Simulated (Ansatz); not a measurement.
# NiBr3: the cost of one run

Method: DFT PBE, scalar-relativistic, plane waves, PAW, in Ansatz 0.2.0.

## (1) The system as given

It takes space group Pm-3m (No. 221, cubic). The conventional cell has a = 4.703 Å, b = 4.703 Å, c = 4.703 Å, α = 90.00°, β = 90.00°, γ = 90.00°. Around Ni (site symmetry m-3m) lie 12 Br at 3.33 Å. Around Br (site symmetry 4/mmm) lie 4 Ni at 3.33 Å and 8 Br at 3.33 Å.

As a file:

```xyz
4
Lattice="4.7030 0.0000 0.0000 0.0000 4.7030 0.0000 0.0000 0.0000 4.7030" Properties=species:S:1:pos:R:3 pbc="T T T"
Ni    0.0000    0.0000    0.0000
Br    0.0000    2.3515    2.3515
Br    2.3515    2.3515    0.0000
Br    2.3515    0.0000    2.3515
```

The cell is invented: species swapped into a database cell of AlPt3 (Pm-3m, No. 221), with Ni on the Al sites and Br on the Pt sites. Lengths come from tabulated atomic sizes and are only a guess.

## (2) Probe: one point on a coarse mesh

Input file input.yaml:

```yaml
crystal:
  lattice:
    - [4.70295, 0.0, 0.0]
    - [0.0, 4.70295, 0.0]
    - [0.0, 0.0, 4.70295]
  atoms:
    - { symbol: Ni, position: [0.0, 0.0, 0.0], spin: 2.0 }
    - { symbol: Br, position: [0.0, 0.5, 0.5] }
    - { symbol: Br, position: [0.5, 0.5, 0.0] }
    - { symbol: Br, position: [0.5, 0.0, 0.5] }
basis:
  ecutwfc: 420
kpoints:
  mp_grid: { grid: [4, 4, 4] }
hamiltonian:
  xc: pbe
scf:
  occupations: { method: gaussian, width: 0.1 }
  lower_state_search: "off"
output:
  forces: true
  stress: true
  eigenvalues: true
  populations: true
magnetization:
  spin_polarized: true
```

On the command line:

```bash
$ ansatz run input.yaml --threads 1 --pin off --max-ram 2048MiB --backend cpu --events-out ev --progress --plain --runs-dir out
```

Q: Estimate wall time and peak memory on 1 thread of Intel Xeon 6975P-C (Granite Rapids), shared host.

About 4.4 s, with a peak of 0.41 GiB.
